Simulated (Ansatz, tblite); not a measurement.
# The cluster Sn₆S₆: competing shapes

Aim: relax the candidate shapes of the cluster Sn₆S₆ that a cheap search turned up, and see how the levels of theory order them.

Program: Ansatz 0.2.0, Gaussian basis. Level of theory: relaxed with PBE-D4/def2-SVP, singlet. These are calculated values, not measurements.

9 further runs of the same task are left out: 7 that didn't finish, 2 set aside as unsound or not needed. Runs told in other sessions of the task aren't counted.

## 1. The starting structure

12 atoms, charge 0, spin multiplicity 1.

Atoms are counted from 1 here; the program's logs count them from 0.

Bond lengths: Sn1–S9 2.598 Å, Sn1–S10 2.725 Å, Sn1–S11 2.685 Å, Sn1–S12 2.527 Å, Sn2–S8 2.571 Å, Sn2–S10 2.545 Å, Sn2–S12 2.478 Å, Sn3–S7 2.791 Å, Sn3–S8 2.800 Å, Sn3–S9 2.796 Å, Sn3–S11 2.628 Å, Sn3–S12 2.648 Å, Sn4–S7 2.549 Å, Sn4–S9 2.571 Å, Sn4–S11 2.474 Å, Sn5–S8 2.610 Å, Sn5–S9 2.556 Å, Sn5–S10 2.463 Å and more. Angles: S9–Sn1–S10 78.8°, S9–Sn1–S11 74.6°, S9–Sn1–S12 102.9°, S10–Sn1–S11 147.5°, S10–Sn1–S12 84.4°, S11–Sn1–S12 83.6°, S8–Sn2–S10 97.0°, S8–Sn2–S12 97.8°, S10–Sn2–S12 89.3°, S7–Sn3–S8 93.1°, S7–Sn3–S9 76.3°, S7–Sn3–S11 90.3°, S7–Sn3–S12 169.9°, S8–Sn3–S9 72.9°, S8–Sn3–S11 143.2°, S8–Sn3–S12 88.6°, S9–Sn3–S11 72.3°, S9–Sn3–S12 94.7° and more.

Sn takes a core potential in the def2 sets. No spin-orbit coupling is included.

A search from random starts with GFN1-xTB found 22 distinct shapes; 2 go on here. The structure above is candidate A, which lies 0.00 eV above the lowest at that level; B lies 2.04 eV above the lowest at that level.

## 2. Relaxing candidate A

Contents of in.yaml:

```yaml
crystal:
  periodic: [false, false, false]
  atoms:
    - {symbol: Sn, position_ang: [-0.542630, 2.064100, -0.974490]}
    - {symbol: Sn, position_ang: [-0.570430, 1.432430, 2.632030]}
    - {symbol: Sn, position_ang: [1.623930, -0.045890, 0.185220]}
    - {symbol: Sn, position_ang: [0.867940, -1.128790, -2.847140]}
    - {symbol: Sn, position_ang: [-2.399940, -0.749940, 0.983940]}
    - {symbol: Sn, position_ang: [-0.211530, -2.693580, 0.158180]}
    - {symbol: S, position_ang: [1.945090, -2.542560, -1.019910]}
    - {symbol: S, position_ang: [-0.089740, -1.048900, 2.160050]}
    - {symbol: S, position_ang: [-0.848550, -0.514880, -1.033860]}
    - {symbol: S, position_ang: [-2.450090, 1.712530, 0.939690]}
    - {symbol: S, position_ang: [1.664650, 1.113830, -2.172660]}
    - {symbol: S, position_ang: [1.011310, 2.401650, 0.988960]}
basis:
  gaussian: {orbitals: def2-SVP}
hamiltonian: {xc: pbe, dispersion: d4}
scf: {lower_state_search: "off"}
output: {orbitals: {seedname: orbitals}}
relax: {f_tol: 0.03, max_steps: 70}
```

Started as:

```sh
> ansatz run in.yaml --threads 4 --pin off --events-out ev --progress --plain --max-ram 6963MiB
```

What it wrote, shortened:

```text
Functional definition: PBE
  name "PBE"
  cite "Perdew, Burke & Ernzerhof, Phys. Rev. Lett. 77, 3865 (1996) doi:10.1103/PhysRevLett.77.3865"
  parent pbe
[...]
2976 factors; their error is unknown
[...]
mean field -99966.15377666 eV, -3673.6883917996 hartree, gradient 3.0e-6 eV, S^2 0.000000; 0 other end points of the search recorded, 0 dependent functions left out
[...]
reference -99966.15382518 eV, -3673.6883935824 hartree; 114, 114 occupied and 150, 150 virtual orbitals, 2976 factors
relax step   1: F+E_penalty+E_count = -99967.87776128 eV  Δ(F+E_penalty+E_count) = +0.000e0 eV  max|allowed force component| = 2.500e0 eV/Å  Δτ_max = 0.0000 Å  (25 SCF iters, accepted)
[...]
relax step   3: F+E_penalty+E_count = -99969.58831164 eV  Δ(F+E_penalty+E_count) = -2.291e-1 eV  max|allowed force component| = 4.256e-1 eV/Å  Δτ_max = 0.1191 Å  (22 SCF iters, accepted)
[...]
relax step   5: F+E_penalty+E_count = -99969.89920757 eV  Δ(F+E_penalty+E_count) = -1.322e-1 eV  max|allowed force component| = 1.676e-1 eV/Å  Δτ_max = 0.1999 Å  (26 SCF iters, accepted)
[...]
relax step   7: F+E_penalty+E_count = -99969.95020596 eV  Δ(F+E_penalty+E_count) = -3.277e-2 eV  max|allowed force component| = 1.196e-1 eV/Å  Δτ_max = 0.1356 Å  (22 SCF iters, accepted)
[...]
relax step   8: F+E_penalty+E_count = -99969.95666288 eV  Δ(F+E_penalty+E_count) = -6.457e-3 eV  max|allowed force component| = 7.582e-2 eV/Å  Δτ_max = 0.0441 Å  (20 SCF iters, accepted)
[...]
relax step   9: F+E_penalty+E_count = -99969.95848193 eV  Δ(F+E_penalty+E_count) = -1.819e-3 eV  max|allowed force component| = 6.060e-3 eV/Å  Δτ_max = 0.0189 Å  (22 SCF iters, accepted)
Total energy: -99969.95853282 eV, -3673.8282140094 hartree
Atom 0 at    -0.652269     1.956451    -1.056880 Å, force    -0.001792     0.000526     0.004331 eV/Å
Atom 1 at    -0.485001     1.611720     2.783445 Å, force     0.002681     0.004917    -0.001488 eV/Å
Atom 2 at     2.267126     0.062976     0.471252 Å, force    -0.000884     0.001656     0.004687 eV/Å
Atom 3 at     0.875496    -1.127417    -2.924472 Å, force    -0.001830     0.002483     0.000920 eV/Å
Atom 4 at    -2.605506    -0.705009     1.000857 Å, force     0.000352    -0.001076     0.000509 eV/Å
Atom 5 at    -0.252875    -2.867024     0.032150 Å, force    -0.001688     0.001871     0.004092 eV/Å
Atom 6 at     2.006330    -2.467422    -0.988932 Å, force     0.003201    -0.001674    -0.001942 eV/Å
Atom 7 at    -0.005246    -0.970435     1.931707 Å, force     0.002882    -0.003811    -0.001061 eV/Å
Atom 8 at    -1.416912    -0.807438    -1.416007 Å, force    -0.001699    -0.000038    -0.004697 eV/Å
Atom 9 at    -2.541224     1.798564     1.184413 Å, force    -0.001659     0.001097    -0.002873 eV/Å
Atom 10 at     1.790882     1.030708    -1.951554 Å, force     0.001867     0.000108    -0.002665 eV/Å
Atom 11 at     1.019210     2.484326     0.934031 Å, force    -0.001431    -0.006060     0.000188 eV/Å
Dipole moment:    -0.235493    -0.297306     0.082825 e Å
Checks for a lower state left out: stability, starts, cluster_reference, orbital_swaps, neighbouring_geometries, increment
```

It took 73 s on 4 threads of Arm Neoverse V2, shared host; peak memory 0.78 GiB.

Along the way:

```csv
step,energy from step 1 (eV),largest force component (eV/Å)
1,0.0000,2.4998
2,-1.4814,0.8182
3,-1.7106,0.4256
4,-1.8892,0.3613
5,-2.0214,0.1676
6,-2.0397,0.2784
7,-2.0724,0.1196
8,-2.0789,0.0758
9,-2.0807,0.0061
```

Distances of close pairs at the start and the end, largest changes first:

```csv
bond,before (Å),after (Å),change (Å)
Sn3–S9,2.796,4.230,+1.434
Sn5–Sn6,3.041,3.339,+0.298
Sn1–S9,2.598,2.890,+0.292
Sn1–S10,2.725,2.935,+0.210
Sn6–S9,2.564,2.774,+0.210
Sn4–S9,2.571,2.763,+0.192
Sn2–S8,2.571,2.761,+0.190
Sn5–S8,2.610,2.775,+0.165
```

Contacts that opened: Sn3–S9 2.80 to 4.23 Å.

## 3. Relaxing candidate B

Contents of in.yaml:

```yaml
crystal:
  periodic: [false, false, false]
  atoms:
    - {symbol: Sn, position_ang: [-1.914310, -2.139250, -0.742080]}
    - {symbol: Sn, position_ang: [0.893760, -1.889830, 1.473280]}
    - {symbol: Sn, position_ang: [-1.941890, 1.967930, -1.787190]}
    - {symbol: Sn, position_ang: [0.970230, 2.663610, 1.656770]}
    - {symbol: Sn, position_ang: [1.082390, -0.339650, -1.702820]}
    - {symbol: Sn, position_ang: [-1.691330, 1.623680, 1.093240]}
    - {symbol: S, position_ang: [-1.413890, -0.795970, 1.350020]}
    - {symbol: S, position_ang: [-1.483300, -0.336670, -2.444870]}
    - {symbol: S, position_ang: [1.969220, 0.448510, 2.229350]}
    - {symbol: S, position_ang: [0.512350, -2.734150, -0.934720]}
    - {symbol: S, position_ang: [0.316190, 1.888960, -0.621670]}
    - {symbol: S, position_ang: [2.700600, -0.357180, 0.430690]}
basis:
  gaussian: {orbitals: def2-SVP}
hamiltonian: {xc: pbe, dispersion: d4}
scf: {lower_state_search: "off"}
output: {orbitals: {seedname: orbitals}}
relax: {f_tol: 0.03, max_steps: 70}
```

Launched as before.

What it wrote, shortened:

```text
Functional definition: PBE
  name "PBE"
  cite "Perdew, Burke & Ernzerhof, Phys. Rev. Lett. 77, 3865 (1996) doi:10.1103/PhysRevLett.77.3865"
  parent pbe
[...]
2976 factors; their error is unknown
[...]
mean field -99965.66167823 eV, -3673.6703075156 hartree, gradient 5.0e-6 eV, S^2 0.000000; 0 other end points of the search recorded, 0 dependent functions left out
[...]
reference -99965.66172639 eV, -3673.6703092855 hartree; 114, 114 occupied and 150, 150 virtual orbitals, 2976 factors
relax step   1: F+E_penalty+E_count = -99967.41782824 eV  Δ(F+E_penalty+E_count) = +0.000e0 eV  max|allowed force component| = 1.527e0 eV/Å  Δτ_max = 0.0000 Å  (22 SCF iters, accepted)
[...]
relax step   6: F+E_penalty+E_count = -99968.45196131 eV  Δ(F+E_penalty+E_count) = -9.242e-3 eV  max|allowed force component| = 4.582e-2 eV/Å  Δτ_max = 0.0629 Å  (22 SCF iters, accepted)
[...]
Atom 4 at     1.144354    -0.412669    -1.870563 Å, force    -0.006186     0.003639     0.002896 eV/Å
Atom 5 at    -1.668129     1.589487     1.129256 Å, force     0.004960    -0.008206     0.008201 eV/Å
Atom 6 at    -1.418561    -0.913580     1.415942 Å, force     0.001753     0.004243     0.003418 eV/Å
Atom 7 at    -1.519896    -0.309653    -2.578168 Å, force     0.001498    -0.000203     0.000254 eV/Å
Atom 8 at     2.050284     0.574527     2.383059 Å, force     0.023305    -0.021920    -0.027558 eV/Å
Atom 9 at     0.467230    -2.827913    -0.966219 Å, force     0.003240    -0.010532     0.009639 eV/Å
Atom 10 at     0.364282     2.011003    -0.695227 Å, force     0.002650    -0.003312    -0.006030 eV/Å
Atom 11 at     2.686136    -0.343685     0.556994 Å, force    -0.011094     0.021978     0.024000 eV/Å
Dipole moment:    -0.399688     0.415883     0.105257 e Å
Checks for a lower state left out: stability, starts, cluster_reference, orbital_swaps, neighbouring_geometries, increment
```

It took 55 s on 4 threads of Arm Neoverse V2, shared host; peak memory 0.77 GiB.

The steps of the relaxation:

```csv
step,energy from step 1 (eV),largest force component (eV/Å)
1,0.0000,1.5268
2,-0.9504,0.2857
3,-1.0099,0.1689
4,-1.0249,0.1074
5,-1.0242,0.1804
6,-1.0341,0.0458
7,-1.0348,0.0276
```

Distances of close pairs at the start and the end, largest changes first:

```csv
bond,before (Å),after (Å),change (Å)
Sn2–S9,2.683,2.983,+0.301
Sn5–S11,2.593,2.804,+0.211
Sn5–S12,2.678,2.877,+0.199
Sn3–S11,2.542,2.681,+0.139
Sn2–S7,2.557,2.689,+0.133
Sn1–S8,2.517,2.634,+0.117
Sn2–S10,2.580,2.695,+0.115
Sn4–Sn6,2.913,3.028,+0.115
```

Contacts that opened: Sn2–S9 2.68 to 2.98 Å.

## 4. The relaxed candidates

```csv
candidate,point group,"bonds (count, mean Å)",energy above the lowest (kJ/mol)
A,C2,"S–Sn 18, 2.69",0.0
B,C1,"S–Sn 16, 2.67; S–S 1, 2.14",145.3
```

## 5. Candidate B, GFN1-xTB

Tight binding, by tblite at 300 K electronic temperature and without a spin-polarisation term:

```python
tblite.interface.Calculator('GFN1-xTB', numbers, positions, charge=0, uhf=0).singlepoint()
```

Energy -1025.8499 eV, HOMO -9.09 eV, LUMO -7.42 eV; 0.027 s.

## 6. Candidate B, GFN2-xTB

Tight binding, by tblite at 300 K electronic temperature and without a spin-polarisation term:

```python
tblite.interface.Calculator('GFN2-xTB', numbers, positions, charge=0, uhf=0).singlepoint()
```

Energy -890.6537 eV, HOMO -10.13 eV, LUMO -8.82 eV; 0.046 s.

## 7. Candidate B, PBE0-D4/def2-SVP

start.molden holds the orbitals of an earlier run on this state, given as this run's starting guess.

Contents of in.yaml:

```yaml
crystal:
  periodic: [false, false, false]
  atoms:
    - {symbol: Sn, position_ang: [-2.054788, -2.188311, -0.811049]}
    - {symbol: Sn, position_ang: [0.992395, -2.094742, 1.573886]}
    - {symbol: Sn, position_ang: [-2.069879, 2.059830, -1.817710]}
    - {symbol: Sn, position_ang: [1.026592, 2.855696, 1.679800]}
    - {symbol: Sn, position_ang: [1.144354, -0.412669, -1.870563]}
    - {symbol: Sn, position_ang: [-1.668129, 1.589487, 1.129256]}
    - {symbol: S, position_ang: [-1.418561, -0.913580, 1.415942]}
    - {symbol: S, position_ang: [-1.519896, -0.309653, -2.578168]}
    - {symbol: S, position_ang: [2.050284, 0.574527, 2.383059]}
    - {symbol: S, position_ang: [0.467230, -2.827913, -0.966219]}
    - {symbol: S, position_ang: [0.364282, 2.011003, -0.695227]}
    - {symbol: S, position_ang: [2.686136, -0.343685, 0.556994]}
basis:
  gaussian: {orbitals: def2-SVP, initial_orbitals: start.molden}
hamiltonian: {xc: pbe0, dispersion: d4}
scf: {omitted_lower_state_checks: [starts]}
output: {orbitals: {seedname: orbitals}}
```

The command is unchanged.

What it wrote:

```text
Functional definition: PBE0
  name "PBE0"
  cite "Adamo & Barone, J. Chem. Phys. 110, 6158 (1999) doi:10.1063/1.478522"
  cite "Perdew, Burke & Ernzerhof, Phys. Rev. Lett. 77, 3865 (1996) doi:10.1103/PhysRevLett.77.3865"
  parent pbe
  parameter a = 0.25
  parameter kappa = 0.804
  parameter beta = 0.06672455060314922
  exchange = (1 - a)*pbe_x(kappa = kappa, mu = beta*pi^2/3) + a*exact_x
  correlation = pbe_c(beta = beta)
these checks for a lower state are left out or cut short: starts
3002 factors; integrals over basis functions are off by at most 8.4e-4 eV
mean field evaluation 1: about -99972.1640 eV, gradient 1.1e1 eV
mean field evaluation 2: about -99972.4876 eV, gradient 3.6e-1 eV
mean field evaluation 4: about -99972.5017 eV, gradient 3.1e-3 eV
mean field -99972.50168467 eV, -3673.9216731160 hartree, gradient 2.0e-5 eV, S^2 0.000000; 0 other end points of the search recorded, 0 dependent functions left out
reference -99972.50172198 eV, -3673.9216744872 hartree; 114, 114 occupied and 150, 150 virtual orbitals, 3002 factors
Total energy: -99974.03109132 eV, -3673.9778777740 hartree
Checks for a lower state left out: starts
```

Wall time 26 s (4 threads of Arm Neoverse V2, shared host); peak memory 1.8 GiB.

From the report: HOMO -5.52 eV, LUMO -2.75 eV.

## 8. Candidate B, PBE-D4/def2-SVP

Edit in.yaml of step 7 so:

```diff
@@ -17,4 +17,4 @@
   gaussian: {orbitals: def2-SVP, initial_orbitals: start.molden}
-hamiltonian: {xc: pbe0, dispersion: d4}
+hamiltonian: {xc: pbe, dispersion: d4}
 scf: {omitted_lower_state_checks: [starts]}
-output: {orbitals: {seedname: orbitals}}
+output: {forces: true, orbitals: {seedname: orbitals}}
```

The command is unchanged.

What it wrote, shortened:

```text
Functional definition: PBE
  name "PBE"
  cite "Perdew, Burke & Ernzerhof, Phys. Rev. Lett. 77, 3865 (1996) doi:10.1103/PhysRevLett.77.3865"
  parent pbe
[...]
2976 factors; their error is unknown
[...]
mean field -99966.74759999 eV, -3673.7102144046 hartree, gradient 2.7e-5 eV, S^2 0.000000; 0 other end points of the search recorded, 0 dependent functions left out
[...]
reference -99966.74764964 eV, -3673.7102162292 hartree; 114, 114 occupied and 150, 150 virtual orbitals, 2976 factors
Total energy: -99968.45268078 eV, -3673.7728749678 hartree
Atom 0 at    -2.054788    -2.188311    -0.811049 Å, force     0.011910     0.005681     0.002029 eV/Å
Atom 1 at     0.992395    -2.094742     1.573886 Å, force    -0.011990     0.000803    -0.002749 eV/Å
Atom 2 at    -2.069879     2.059830    -1.817710 Å, force    -0.007799     0.014672    -0.016829 eV/Å
Atom 3 at     1.026592     2.855696     1.679800 Å, force    -0.012235    -0.007542     0.002790 eV/Å
Atom 4 at     1.144354    -0.412669    -1.870563 Å, force    -0.006336     0.003762     0.002860 eV/Å
Atom 5 at    -1.668129     1.589487     1.129256 Å, force     0.005448    -0.008429     0.008282 eV/Å
Atom 6 at    -1.418561    -0.913580     1.415942 Å, force     0.001108     0.004879     0.003351 eV/Å
Atom 7 at    -1.519896    -0.309653    -2.578168 Å, force     0.001512    -0.000088     0.000210 eV/Å
Atom 8 at     2.050284     0.574527     2.383059 Å, force     0.023442    -0.021908    -0.027618 eV/Å
Atom 9 at     0.467230    -2.827913    -0.966219 Å, force     0.003398    -0.010402     0.009569 eV/Å
Atom 10 at     0.364282     2.011003    -0.695227 Å, force     0.002556    -0.003414    -0.005932 eV/Å
Atom 11 at     2.686136    -0.343685     0.556994 Å, force    -0.011014     0.021986     0.024036 eV/Å
Dipole moment:    -0.399685     0.415886     0.105258 e Å
Checks for a lower state left out: starts
```

Wall time 13 s (4 threads of Arm Neoverse V2, shared host); peak memory 0.77 GiB.

Report: HOMO -4.75 eV, LUMO -3.24 eV.

## 9. Candidate B, r2SCAN-D4/def2-SVP

Edit in.yaml of step 8 so:

```diff
@@ -17,4 +17,4 @@
   gaussian: {orbitals: def2-SVP, initial_orbitals: start.molden}
-hamiltonian: {xc: pbe, dispersion: d4}
+hamiltonian: {xc: r2scan, dispersion: d4}
 scf: {omitted_lower_state_checks: [starts]}
-output: {forces: true, orbitals: {seedname: orbitals}}
+output: {orbitals: {seedname: orbitals}}
```

Launched as before.

What it wrote:

```text
Functional definition: r2SCAN
  name "r2SCAN"
  cite "Furness, Kaplan, Ning, Perdew & Sun, J. Phys. Chem. Lett. 11, 8208 (2020) doi:10.1021/acs.jpclett.0c02405"
  cite "Furness, Kaplan, Ning, Perdew & Sun, J. Phys. Chem. Lett. 11, 9248 (2020) doi:10.1021/acs.jpclett.0c03077"
  parent r2scan
  parameter k0 = 0.174
  parameter k1 = 0.065
  parameter a1 = 4.9479
  exchange = r2scan_x(k0 = k0, k1 = k1, a1 = a1)
  correlation = r2scan_c
these checks for a lower state are left out or cut short: starts
2976 factors; their error is unknown
mean field evaluation 1: about -100003.4125 eV, gradient 7.2e0 eV
mean field evaluation 2: about -100003.5257 eV, gradient 1.3e-1 eV
mean field evaluation 4: about -100003.3953 eV, gradient 3.5e-4 eV
mean field -100003.39531974 eV, -3675.0569932646 hartree, gradient 1.2e-5 eV, S^2 0.000000; 0 other end points of the search recorded, 0 dependent functions left out
reference -100003.39533437 eV, -3675.0569938022 hartree; 114, 114 occupied and 150, 150 virtual orbitals, 2976 factors
Total energy: -100003.78856999 eV, -3675.0714449448 hartree
Checks for a lower state left out: starts
```

Run time: 31 s. Hardware: 4 threads of Arm Neoverse V2, shared host; peak memory 0.85 GiB.

From the report: HOMO -5.00 eV, LUMO -3.28 eV.

## 10. B against A

The energies of A at these levels come from its own runs, whose logs aren't repeated here.

```csv
level,B above A (kJ/mol),time
GFN1-xTB,+158.0,0.052 s
GFN2-xTB,+104.0,0.1 s
PBE-D4/def2-SVP,+145.3,26 s
r2SCAN-D4/def2-SVP,+148.0,62 s
PBE0-D4/def2-SVP,+151.3,58 s
```

Times add the two runs; a level without a time comes out of a correlated run.

## 11. What came out

| quantity | value |
| --- | --- |
| B above A, range of the levels free of doubt, tight binding aside | +145.3 to +151.3 kJ/mol |
| levels that put B lower | none |

In words: All levels free of doubt put A (C2) below B (C1), by 104.0 to 158.0 kJ/mol. A random search of this size may have missed the true lowest shape. Only singlets are compared; another spin may lie lower and prefer another shape.
